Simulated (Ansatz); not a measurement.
# CuO: the cost of one run

Computed with Ansatz 0.2.0 (the levels named in each step, unless a step's input says otherwise).

### 1 The structure to begin with

Bond lengths: O1–Cu2 1.615 Å.

Coordinates:

```xyz
2

O     0.0000    0.0000    0.0000
Cu    0.0000    0.0000    1.6151
```

### 2 A rough first relaxation, PBE-D4/def2-SVP

This run stands in another session on the same molecule. It ended at:

```xyz
2

O     0.0000    0.0000   -0.0494
Cu    0.0000    0.0000    1.6645
```

### 3 Relaxation, PBE0-D4/def2-TZVPP

This run stands in another session on the same molecule. It ended at:

```xyz
2

O     0.0000    0.0000   -0.0705
Cu    0.0000    0.0000    1.6856
```

### 4 Frequencies, PBE0-D4/def2-TZVPP

The input, input.yaml:

```yaml
crystal:
  periodic: [false, false, false]
  atoms:
    - { symbol: O, position_ang: [0.0, 0.0, -0.07047698] }
    - { symbol: Cu, position_ang: [0.0, 0.0, 1.68555698] }
magnetization:
  spin_polarized: true
  initial_magnetization: 1
basis:
  gaussian: { orbitals: def2-TZVPP }
hamiltonian:
  xc: pbe0
  dispersion: d4
phonons: {}
```

Launch:

```bash
$ ansatz run input.yaml --threads 2 --pin off --max-ram 5120MiB --backend cpu --events-out ev --progress --plain --runs-dir out
```

Q: Estimate wall time and peak memory on 2 threads of Arm Neoverse V2, shared host.

About 19 s, with a peak of 0.2 GiB.
